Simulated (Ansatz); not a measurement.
# H7NO6Si2: a ladder of functionals and wavefunction methods

Aim: compute H7NO6Si2 with functionals from several rungs and with coupled cluster, and see how far each lands from CCSD(T) at the basis-set limit for the atomisation energy.

The runs use Ansatz 0.2.0, Gaussian basis; functionals in def2-TZVPP, the program's frozen cores in correlated methods.

The runs, in order: PBE-D4, r2SCAN-D4, PBE0-D4, B3LYP-D4, ωB97X-V, ωB97M-V; CCSD(T)/def2-TZVPP; MP2/def2-QZVPP; extrapolation to the limit.

2 further runs of the same task are left out: 2 that didn't finish.

## 1. Structure used throughout

All runs share one geometry, relaxed beforehand with PBE0-D4 in a triple-zeta def2 set.

SMILES `O[Si](O)(O)N[Si](O)(O)O`, 16 atoms, charge 0, spin multiplicity 1.

Atoms are counted from 1 here; the program's logs count them from 0.

Bond lengths: O1–Si2 1.632 Å, O1–H10 0.959 Å, Si2–O3 1.635 Å, Si2–O4 1.635 Å, Si2–N5 1.714 Å, O3–H11 0.958 Å, O4–H12 0.964 Å, N5–Si6 1.699 Å, N5–H13 1.010 Å, Si6–O7 1.633 Å, Si6–O8 1.634 Å, Si6–O9 1.656 Å, O7–H14 0.958 Å, O8–H15 0.958 Å, O9–H16 0.959 Å. Angles: Si2–O1–H10 115.9°, O1–Si2–O3 104.9°, O1–Si2–O4 115.8°, O1–Si2–N5 106.6°, O3–Si2–O4 106.9°, O3–Si2–N5 116.2°, O4–Si2–N5 106.7°, Si2–O3–H11 116.3°, Si2–O4–H12 116.1°, Si2–N5–Si6 126.9°, Si2–N5–H13 117.2°, Si6–N5–H13 115.8°, N5–Si6–O7 105.4°, N5–Si6–O8 114.2°, N5–Si6–O9 110.3°, O7–Si6–O8 110.9°, O7–Si6–O9 112.9°, O8–Si6–O9 103.4° and more.

## 2. PBE-D4 (GGA)

in.yaml reads:

```yaml
crystal:
  periodic: [false, false, false]
  atoms:
    - {symbol: O, position_ang: [-0.598115, -0.035346, -2.797093]}
    - {symbol: Si, position_ang: [-0.640680, -0.689716, -1.302347]}
    - {symbol: O, position_ang: [-0.718704, -2.303629, -1.551661]}
    - {symbol: O, position_ang: [-1.931688, -0.286381, -0.384560]}
    - {symbol: N, position_ang: [0.747746, -0.117111, -0.477036]}
    - {symbol: Si, position_ang: [0.802567, 0.564306, 1.078140]}
    - {symbol: O, position_ang: [2.281632, 1.245651, 1.200438]}
    - {symbol: O, position_ang: [0.552338, -0.505979, 2.287164]}
    - {symbol: O, position_ang: [-0.427263, 1.656343, 1.269973]}
    - {symbol: H, position_ang: [-1.082580, -0.508985, -3.475101]}
    - {symbol: H, position_ang: [-0.943763, -2.840251, -0.790322]}
    - {symbol: H, position_ang: [-1.852057, 0.528431, 0.123522]}
    - {symbol: H, position_ang: [1.631817, -0.181126, -0.960597]}
    - {symbol: H, position_ang: [2.663622, 1.289442, 2.077841]}
    - {symbol: H, position_ang: [-0.172104, -0.310815, 2.883048]}
    - {symbol: H, position_ang: [-0.312768, 2.495175, 0.818601]}
basis:
  gaussian: {orbitals: def2-TZVPP}
hamiltonian: {xc: pbe, dispersion: d4}
output: {forces: true, orbitals: {seedname: orbitals}}
```

Further steps of the session: r2SCAN-D4 (meta-GGA); PBE0-D4 (hybrid); B3LYP-D4 (hybrid); ωB97X-V (range-separated); ωB97M-V (range-separated); CCSD(T) in def2-TZVPP; MP2 in def2-QZVPP.

Q: Predict the results of all the runs planned. Wanted: atomisation energy, CCSD(T)/CBS; farthest; mean size of error, hybrid; mean size of error, range-separated; gap, smallest and largest; T1 diagnostic; triples share of the correlation energy.

As calculated:

```
                               quantity                                 value
        atomisation energy, CCSD(T)/CBS                         6797.5 kJ/mol
 functionals within 34.0 kJ/mol (0.5 %)                               ωB97M-V
                               farthest               PBE0-D4 (-141.7 kJ/mol)
             mean size of error, hybrid                          118.5 kJ/mol
    mean size of error, range-separated                           31.1 kJ/mol
              gap, smallest and largest  5.71 eV (PBE-D4), 12.47 eV (ωB97X-V)
                          T1 diagnostic                                0.0114
triples share of the correlation energy                                 3.5 %
```

PBE-D4 misses by +37.2 kJ/mol. Misses under about 34.0 kJ/mol are within the doubt on the reference itself, which lacks core-valence correlation, relativity and higher excitations. Hartree-Fock recovers 68 % of the binding; the rest is correlation. Orbital gaps span 5.7 to 12.5 eV; exact exchange widens them.
